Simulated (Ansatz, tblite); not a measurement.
# The cluster Ge₃Te₃: rung by rung

The task here is to estimate one member of a computed series from the others.

Method: as each input shows; program: Ansatz 0.2.0, Gaussian basis.

The runs, in order: GFN1-xTB, GFN2-xTB, PBE-D4/def2-TZVP, r2SCAN-D4/def2-TZVP, HSE06-D4/def2-TZVP, LC-ωPBE/def2-TZVP, r2SCAN0-D4/def2-TZVP, LC-ωPBE(0.10)/def2-SVP, LC-ωPBE(0.15)/def2-SVP, LC-ωPBE(0.20)/def2-SVP, LC-ωPBE(0.30)/def2-SVP, PBE-D4/def2-SVP, PBE0-D4/def2-SVP, PBE0-D4/def2-TZVPD, PBE-D4/def2-TZVPD, HSE06-D4/def2-TZVPD, MP2/def2-TZVP, RPA/def2-TZVP.

6 further runs of the same task are left out: 3 that didn't finish, 3 set aside as unsound or not needed. Runs told in other sessions of the task aren't counted.

**The geometry**

The geometry is that of the singlet, from an earlier relaxation (r2SCAN-D4/def2-SVP). At that level it is the lowest of the isomers that a small search found.

6 atoms, charge 0, spin multiplicity 1.

Bond lengths: Ge1–Te4 2.683 Å, Ge1–Te5 2.682 Å, Ge1–Te6 2.813 Å, Ge2–Te4 2.533 Å, Ge2–Te6 2.714 Å, Ge3–Te5 2.534 Å, Ge3–Te6 2.711 Å. Angles: Te4–Ge1–Te5 97.5°, Te4–Ge1–Te6 94.7°, Te5–Ge1–Te6 94.5°, Te4–Ge2–Te6 100.8°, Te5–Ge3–Te6 100.5°, Ge1–Te4–Ge2 84.4°, Ge1–Te5–Ge3 84.4°, Ge1–Te6–Ge2 78.7°, Ge1–Te6–Ge3 78.8°, Ge2–Te6–Ge3 112.4°.

Te takes a core potential in the def2 sets. No spin-orbit coupling is included.

PBE0-D4/def2-TZVP was run before; its log isn't repeated, and its numbers join the tables.

The first run:

Tight binding, by tblite at 300 K electronic temperature and without a spin-polarisation term:

```python
tblite.interface.Calculator('GFN1-xTB', numbers, positions, charge=0, uhf=0).singlepoint()
```

Tight binding, by tblite at 300 K electronic temperature and without a spin-polarisation term:

```python
tblite.interface.Calculator('GFN2-xTB', numbers, positions, charge=0, uhf=0).singlepoint()
```

start.molden holds the orbitals of an earlier run on this state, given as this run's starting guess.

in.yaml reads:

```yaml
crystal:
  periodic: [false, false, false]
  atoms:
    - {symbol: Ge, position_ang: [1.068526, -1.078553, 0.392691]}
    - {symbol: Ge, position_ang: [-2.414480, -0.776760, 0.114013]}
    - {symbol: Ge, position_ang: [0.764256, 2.413739, 0.306083]}
    - {symbol: Te, position_ang: [-0.755308, -2.036828, -1.326440]}
    - {symbol: Te, position_ang: [2.068840, 0.840271, -1.192494]}
    - {symbol: Te, position_ang: [-0.731823, 0.638132, 1.706136]}
basis:
  gaussian: {orbitals: def2-TZVP, initial_orbitals: start.molden}
hamiltonian: {xc: pbe, dispersion: d4}
scf: {omitted_lower_state_checks: [starts]}
output: {orbitals: {seedname: orbitals}}
```

Command:

```bash
$ ansatz run in.yaml --threads 4 --pin off --events-out ev --progress --plain --max-ram 4787MiB
```

Among the steps run: PBE-D4/def2-TZVP; r2SCAN-D4/def2-TZVP; HSE06-D4/def2-TZVP; LC-ωPBE/def2-TZVP; r2SCAN0-D4/def2-TZVP; LC-ωPBE(0.10)/def2-SVP; LC-ωPBE(0.15)/def2-SVP; LC-ωPBE(0.20)/def2-SVP; LC-ωPBE(0.30)/def2-SVP; PBE-D4/def2-SVP; PBE0-D4/def2-SVP; PBE0-D4/def2-TZVPD; PBE-D4/def2-TZVPD; HSE06-D4/def2-TZVPD; MP2/def2-TZVP; RPA/def2-TZVP.

One of the session's tables, all rows but one given; the rest of the session is left out.

It belongs to the step «Binding energy». 

```
               level  binding an atom (eV)
        HF/def2-TZVP                 1.264
     PBE-D4/def2-SVP                 2.910
    PBE-D4/def2-TZVP                 2.918
   PBE-D4/def2-TZVPD                 2.923
 r2SCAN-D4/def2-TZVP                 2.732
    PBE0-D4/def2-SVP                 2.717
   PBE0-D4/def2-TZVP                 2.740
  PBE0-D4/def2-TZVPD                 2.746
r2SCAN0-D4/def2-TZVP                 2.594
  HSE06-D4/def2-TZVP                 2.747
 HSE06-D4/def2-TZVPD                 2.753
   LC-ωPBE/def2-TZVP                     ?
       RPA/def2-TZVP                 2.348
       MP2/def2-TZVP                 2.717
```

**Question.** Estimate the row for LC-ωPBE/def2-TZVP.

As computed: binding an atom (eV): 2.341. In the column «binding an atom (eV)» it lies between HF/def2-TZVP (1.264) and RPA/def2-TZVP (2.348).

Caveats from the session: Free atoms were run apart at each level; binding is atoms less cluster, divided by the number of atoms, without zero-point or spin-orbit terms.
